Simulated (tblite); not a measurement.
# H52Si36: the cost of one run

Computed with tblite 0.8.0 and PySCF 2.14.0 and routines of our own; the level stands in each step. Atoms count from 0.

## 1. The system as given

88 atoms, charge 0, multiplicity 1; geometry from: force field, distance geometry or constructed start.

## 2. Geometry optimisation with GFN2-xTB

The job: settings as JSON, then the geometry in Å.

```
{"job": {"kind": "relax", "xc": "GFN2-xTB", "basis": "xTB"}, "charge": 0, "multiplicity": 1}
Si    -2.562900    -0.001800    -2.717100
Si    -8.002000     0.002600    -2.722400
Si    -2.562600    -0.002300     2.716500
Si    -2.568500    -2.711100    -0.006200
Si     0.146700    -0.001200     0.003400
Si    -1.213300    -1.358300    -1.360300
Si    -3.925400    -1.356100     1.354500
Si    -7.995400     0.002700     2.717000
Si    -7.996100    -2.717600    -0.000400
Si    -5.286100    -0.000800     0.001600
Si    -6.643100    -1.359000    -1.359800
Si    -9.359000    -1.359800     1.357800
Si   -10.717700     0.000700     0.005000
Si    -2.565600     2.714900    -0.002700
Si    -1.212200     1.362800     1.358000
Si    -3.927400     1.358300    -1.351400
Si    -7.998400     2.717400     0.000900
Si    -6.642100     1.354300     1.356800
Si    -9.357100     1.359500    -1.355200
Si     8.297000     0.000900    -2.712800
Si     2.860900     0.003800    -2.714000
Si     8.293300     0.001500     2.715300
Si     8.297600    -2.710900     0.006600
Si     9.647800    -1.362100    -1.359200
Si     6.937000    -1.355200     1.358700
Si     2.857100    -0.000900     2.718000
Si     2.863900    -2.713200    -0.000700
Si     5.578100     0.000600     0.001200
Si     4.221600    -1.357400    -1.359700
Si     1.506600    -1.357400     1.361200
Si     8.297800     2.716100    -0.001100
Si     9.650100     1.359000     1.358000
Si     6.935500     1.357800    -1.359600
Si     2.865300     2.714200     0.003700
Si     4.222200     1.359500     1.354500
Si     1.506000     1.359900    -1.360600
H     -3.400000    -0.831300    -3.551000
H     -1.735500     0.833900    -3.549500
H     -8.829100    -0.835300    -3.547000
H     -7.172200     0.834800    -3.545700
H     -1.736500    -0.833700     3.550700
H     -3.393300     0.825800     3.550600
H     -1.731500    -3.545900     0.827800
H     -3.396600    -3.547400    -0.833200
H     -0.382300    -2.187400    -2.186700
H     -4.758800    -2.187500     2.185700
H     -7.165000    -0.831300     3.546300
H     -8.830500     0.834000     3.549200
H     -7.165800    -3.546500     0.831600
H     -8.828300    -3.546200    -0.829400
H     -5.810500    -2.196400    -2.186000
H    -10.181300    -2.187800     2.188800
H    -11.546100    -0.831800    -0.831300
H    -11.549100     0.829800     0.828400
H     -1.735700     3.546000    -0.829900
H     -3.399700     3.549900     0.832000
H     -0.372000     2.183400     2.187200
H     -4.754200     2.196700    -2.189800
H     -7.167300     3.546200    -0.827400
H     -8.831100     3.548900     0.830400
H     -5.813400     2.190000     2.190600
H    -10.184000     2.188800    -2.191000
H      7.464500    -0.830700    -3.546100
H      9.125400     0.834900    -3.545800
H      2.037500    -0.828100    -3.544900
H      3.689700     0.833200    -3.545600
H      9.128000    -0.828300     3.545700
H      7.465300     0.829700     3.552800
H      9.121600    -3.552200     0.826400
H      7.460100    -3.550300    -0.825500
H     10.482400    -2.193100    -2.185800
H     10.770200    -0.721500    -0.715200
H      6.107000    -2.190400     2.193300
H      3.695000    -0.826500     3.548400
H      2.036500     0.831700     3.543200
H      3.701900    -3.548500     0.830800
H      2.029700    -3.547500    -0.830700
H      5.053000    -2.187100    -2.183700
H      0.673700    -2.192800     2.185600
H      9.123600     3.541900    -0.828900
H      7.461300     3.546000     0.831400
H     10.767800     0.715200     0.719800
H     10.485300     2.187800     2.194500
H      6.101200     2.188100    -2.189800
H      3.686200     3.552700    -0.830300
H      2.028700     3.553100     0.833200
H      5.053700     2.187300     2.189400
H      0.669500     2.191500    -2.190200
```

The run is started by

```sh
OMP_NUM_THREADS=8 python large_run.py task.json out
```

This one command runs all jobs of the session in turn.

Q: Estimate the wall time and peak memory of this first job on 8 threads of Arm Neoverse V1, shared host.

About 19 s, with a peak of 0.13 GiB.
